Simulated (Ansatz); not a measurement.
# CoNiO2: single point with PBEsol

The system is CoNiO2.

```
Ni Co O
1.0
     3.01433    0.00000    0.00000
     0.00000    3.01433    0.00000
     0.00000    0.00000    4.22229
Ni Co O
1 1 2
Cartesian
  0.0000 0.0000 0.0000
  1.5072 1.5072 2.1111
  0.0000 0.0000 2.1111
  1.5072 1.5072 0.0000
```

The cell comes from a database or a generator and needn't be the stable form of this composition.

```json
{
 "Program": "Ansatz 0.2.0",
 "Task": "single point",
 "Functional": "PBEsol",
 "Potentials or basis": "Ansatz PAW",
 "Cutoff": "420 eV (not typed: the program's choice for these potentials)",
 "k mesh": "9 × 9 × 6",
 "Occupations": "fermi-dirac, width 0.05 eV",
 "Spin": "collinear spin, ferromagnetic start",
 "Starting moments": "[1.0, 2.0, 0.0, 0.0] μB"
}
```

The pressure is -11.9 GPa and the band gap on the k mesh is none (metal or under the smearing width). The net moment is 4.55 μB per cell and the absolute moment is 4.57 μB per cell. The site moments are Ni +1.34; Co +2.43; O +0.31, +0.29 μB.

Stress tensor (GPa, compression positive):
```
-12.48   0.00   0.00
  0.00 -12.48   0.00
  0.00   0.00 -10.86
```

Levels at points of the mesh, in eV from the Fermi level:
Spin up:
```tsv
k point	band 24	band 25	band 26	band 27	band 28	band 29
(0.00, 0.00, 0.00)	-2.09	-1.64	-1.64	0.98	5.69	9.92
(0.00, 0.00, -0.50)	-1.51	-1.44	-1.44	4.80	4.91	12.60
```
Spin down:
```csv
k point,band 19,band 20,band 21,band 22,band 23,band 24
"(0.00, 0.00, 0.00)",-1.37,-1.22,-0.51,-0.43,-0.06,-0.06
"(0.00, 0.00, -0.50)",-0.51,-0.51,-0.42,0.09,0.11,0.11
```

Run time: 5.7 s on 2 threads of Intel(R) Xeon(R) 6975P-C (Granite Rapids), on a shared host, peak memory 0.48 GiB.

Caveat: the pressure holds a Pulay correction of +0.7 GPa for the finite cutoff; semilocal functionals often make such compounds metallic where correlation or magnetic order opens a gap, which also shifts bond lengths; the PAW data sets come from PBE, with cores solved anew for the run's functional, which leaves a small shift of forces and pressure. With open d or f shells a metallic result of PBEsol can be an artefact of self-interaction; +U or a hybrid may open a gap.
